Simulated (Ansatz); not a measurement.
# Cl2GeH4N2: the cost of one run

Program: Ansatz 0.2.0. Level of theory: RKS PBE-D4/def2-SVP. These are calculated values, not measurements.

## Step 1: The starting structure

9 atoms, charge 0, spin multiplicity 1.

Atoms are counted from 1 here; the program's logs count them from 0.

Bond lengths: N1–Ge2 1.824 Å, N1–H6 1.027 Å, N1–H7 1.026 Å, Ge2–N3 1.824 Å, Ge2–Cl4 2.183 Å, Ge2–Cl5 2.183 Å, N3–H8 1.026 Å, N3–H9 1.027 Å. Angles: Ge2–N1–H6 112.8°, Ge2–N1–H7 112.8°, H6–N1–H7 109.0°, N1–Ge2–N3 108.3°, N1–Ge2–Cl4 116.4°, N1–Ge2–Cl5 104.8°, N3–Ge2–Cl4 104.8°, N3–Ge2–Cl5 116.4°, Cl4–Ge2–Cl5 106.6°, Ge2–N3–H8 112.9°, Ge2–N3–H9 112.8°, H8–N3–H9 109.0°.

As a file:

```xyz
9
charge 0, multiplicity 1
N    -0.26180    1.57514   -0.17191
Ge    0.07526   -0.20636   -0.36984
N     0.08281   -0.97568    1.28379
Cl   -1.39255   -1.35215   -1.50984
Cl    1.94591   -0.29711   -1.49214
H    -1.21324    1.76573    0.16452
H    -0.09859    2.10961   -1.03263
H     0.08040   -2.00123    1.24637
H     0.87049   -0.66424    1.86458
```

This geometry comes from a loose relaxation at PBE in a small basis, which is not shown.

## Step 3: Plan of the scan

The axes are (1) dihedral N1–Ge2–N3–H8: 10 values from −180 to 144 °, periodic; (2) dihedral H6–N1–Ge2–N3: 10 values from −180 to 144 °, periodic.

Relaxed at each point: all other coordinates. Energies count from the relaxed molecule at the same level. Points are written as (first, second).

(The set-up runs are not shown.)

## Step 4: Point (−144°, −144°)

input.yaml reads:

```yaml
crystal:
  periodic: [false, false, false]
  atoms:
    - { symbol: "N", position_ang: [-0.132407, 1.588753, 0.222609] }
    - { symbol: Ge, position_ang: [-0.244942, -0.135658, -0.360576] }
    - { symbol: "N", position_ang: [0.066205, -1.017573, 1.205205] }
    - { symbol: Cl, position_ang: [-2.07998, -0.698342, -1.386064] }
    - { symbol: Cl, position_ang: [1.393064, -0.684018, -1.699464] }
    - { symbol: H, position_ang: [-0.87807, 1.848838, -0.434039] }
    - { symbol: H, position_ang: [0.382075, 2.059361, -0.535753] }
    - { symbol: H, position_ang: [0.583407, -1.896003, 1.324121] }
    - { symbol: H, position_ang: [0.381166, -0.340466, 1.911911] }
basis:
  gaussian: { orbitals: def2-SVP }
hamiltonian:
  xc: pbe
  dispersion: d4
output:
  forces: true
relax:
  f_tol: 0.02
  max_steps: 50
  escape_saddle: false
  constraints: [{ sites: [0, 1, 2, 7] }, { sites: [5, 0, 1, 2] }]
scf:
  lower_state_search: "off"
```

Command:

```console
$ ansatz run input.yaml --threads 1 --pin off --max-ram 2560MiB --backend cpu --events-out ev --progress --plain --runs-dir out
```

What time and memory should one allow on 1 thread of Arm Neoverse V2, shared host?

About 21 s, with a peak of 0.16 GiB.
